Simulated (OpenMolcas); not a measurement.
**Xe⁺: RASSCF and RASPT2 terms and fine-structure levels**

Which level of Xe⁺ lies lowest, and where do the others fall? The reference wave functions come first, then spin-orbit coupling, then second-order correlation under several settings.

Method: state-averaged RASSCF and RASPT2, spin-orbit coupling by RASSI with atomic mean-field integrals. Code: OpenMolcas 26.06.

### Step 1. What is computed

```
Species                           : Xe⁺ (xenon, Z = 54, 53 electrons)
Basis                             : ANO-RCC-VTZP [7s6p4d2f1g], 68 functions
Scalar Hamiltonian                : DKH2, point nucleus
Inactive shells                   : 1s 2s 2p 3s 3p 3d 4s 4p 4d
Active space                      : 7 electrons in 9 orbitals (RAS2 5s 5p; RAS3 5d, at most 2 electrons)
Some configurations of this space : 5s 5p6, 5s2 5p5
Orbitals                          : optimised for each spin and parity, averaged over the low roots
```

The outer shells:

5s 5p6
```
5s [↑ ]
5p [↑↓][↑↓][↑↓]
```

5s2 5p5
```
5s [↑↓]
5p [↑↓][↑↓][↑ ]
```

The work runs as a chain of OpenMolcas steps in one folder; each step below is one input file. Labels, J, g values, rates, χT and fits are worked out afterwards by a script from the matrices that RASSI stores.

### Step 2. One- and two-electron integrals

The input, a.inp:

```
&GATEWAY
Coord
1

Xe 0.0 0.0 0.0
Basis=ANO-RCC-VTZP
Group=XYZ
NoMove
AngMom=0.0 0.0 0.0
AMFI
&SEWARD
```

### Step 3. Start orbitals from a smaller active space

The input, a.inp:

```
&RASSCF
FileOrb=start.orb
Symmetry=2
Spin=2
nActEl=7 0 0
Inactive=14 9
Ras2=1 3
CIRoot=3 3 1
SDav=3
CIMx=300
Iter=120 100
PrWF=0.3
OrbListing=Nothing
MaxOrb=0
Atom
>>> COPY $Project.JobIph JOBPRE
```

### Step 4. RASSCF: doublets of odd parity, 3 roots

The input, a.inp:

```
&RASSCF
FileOrb=start.orb
Symmetry=2
Spin=2
nActEl=7 0 2
Inactive=14 9
Ras2=1 3
Ras3=5 0
CIRoot=3 3 1
SDav=318
CIMx=300
Iter=120 100
PrWF=0.3
OrbListing=Nothing
MaxOrb=0
Thrs=2.0e-7 1.0e-1 5.0e-4
Atom
>>> COPY $Project.JobIph JOB001
```

### Step 5. RASSCF: doublets of even parity, 1 root

The input, a.inp:

```
&RASSCF
FileOrb=start.orb
Symmetry=1
Spin=2
nActEl=7 0 2
Inactive=14 9
Ras2=1 3
Ras3=5 0
CIRoot=1 1 1
SDav=306
CIMx=300
Iter=120 100
PrWF=0.3
OrbListing=Nothing
MaxOrb=0
Thrs=2.0e-7 1.0e-1 5.0e-4
Atom
>>> COPY $Project.JobIph JOB002
```

### Step 6. RASSI: spin-orbit coupling between the states

The input, a.inp:

```
&RASSI
NrOfJobIphs=2 3 1
1 2 3
1
IphNames
JOB001
JOB002
EJob
SpinOrbit
DIPRint=1.0
SOCoupling=1000.0
Subsets=2
MEES
Property=10
'ANGMOM' 1 'ANGMOM' 2 'ANGMOM' 3 'MLTPL  1' 1 'MLTPL  1' 2 'MLTPL  1' 3
'AMFI' 1 'AMFI' 2 'AMFI' 3 'MLTPL  2' 6
SOProperty=3
'ANGMOM' 1 'ANGMOM' 2 'ANGMOM' 3
```

### Step 7. CASPT2: IPEA 0.25, imaginary shift 0.1 (closed shells correlated: 4d)

The input, a.inp:

```
>>> COPY JOB001 $Project.JobIph
&CASPT2
Multistate=3 1 2 3
Frozen=9 9
IPEA=0.25
Imaginary=0.1
MaxIter=60
WThr=0.0 0.3 0.05
PrWF=0.5
NoMix
>>> COPY JOB002 $Project.JobIph
&CASPT2
Multistate=1 1
Frozen=9 9
IPEA=0.25
Imaginary=0.1
MaxIter=60
WThr=0.0 0.3 0.05
PrWF=0.5
NoMix
```

### Step 8. CASPT2: IPEA 0, imaginary shift 0.1 (closed shells correlated: 4d)

Edit a.inp of step 7 so:

```diff
@@ -4,3 +4,3 @@
 Frozen=9 9
-IPEA=0.25
+IPEA=0.0
 Imaginary=0.1
@@ -14,3 +14,3 @@
 Frozen=9 9
-IPEA=0.25
+IPEA=0.0
 Imaginary=0.1
```

### Step 9. CASPT2: IPEA 0.25, imaginary shift 0.1 (closed shells correlated: 4d), extended multistate

Edit a.inp of step 8 so:

```diff
@@ -2,5 +2,5 @@
 &CASPT2
-Multistate=3 1 2 3
+XMultistate=3 1 2 3
 Frozen=9 9
-IPEA=0.0
+IPEA=0.25
 Imaginary=0.1
@@ -14,3 +14,3 @@
 Frozen=9 9
-IPEA=0.0
+IPEA=0.25
 Imaginary=0.1
```

(Steps that only read results are left out.)

**Question.** What will these runs give? Wanted: lowest level; first excited level; lowest level of another term; spin-orbit lowering of the lowest level; strongest of the lines computed, by gA, at SS-RASPT2 energies.

The runs gave:

| quantity | value |
| --- | --- |
| method | SS-RASPT2, IPEA 0.25, imaginary shift 0.1 (closed shells correlated: 4d) |
| lowest level | 5s2 5p5 2P* 3/2, 100 % of that term, g = 1.334 |
| ground level listed by NIST | 2P°3/2 |
| first excited level | 5s2 5p5 2P* 1/2 at 1.159 eV |
| lowest level of another term | 5s 5p6 2S 1/2 at 11.969 eV |
| spin-orbit lowering of the lowest level | 0.3864 eV |
| strongest of the lines computed, by gA, at SS-RASPT2 energies | 5s 5p6 2S 1/2 → 5s2 5p5 2P* 3/2, 103.6 nm, A = 4.94e+08 s⁻¹ |

Cost and accuracy by method:

| method | time of its own steps | time with the reference | mean absolute difference from the measured levels (cm-1) |
| --- | --- | --- | --- |
| A. RASSCF | 16 s | 16 s | 2700 |
| B. SS-RASPT2, IPEA 0.25, imaginary shift 0.1, +4d | 3.1 s | 19 s | 3400 |
| C. SS-RASPT2, IPEA 0, imaginary shift 0.1, +4d | 3 s | 19 s | 3100 |
| D. XMS-RASPT2, IPEA 0.25, imaginary shift 0.1, +4d | 3 s | 19 s | 3600 |

Times are of one thread on a shared host.

The multiplet 2P* is inverted. Second-order correlation (method B) scales the levels of the lowest configuration above 5000 cm⁻¹ by 1.00. Method A lies closest to the measured levels (2700 cm⁻¹ on average) and D farthest (3600). Only the configurations of the active space and the roots asked for are present. Not all states of the active space went into the spin-orbit step. The levels of the extra active shells were not computed. Levels of other configurations are missing from the list.
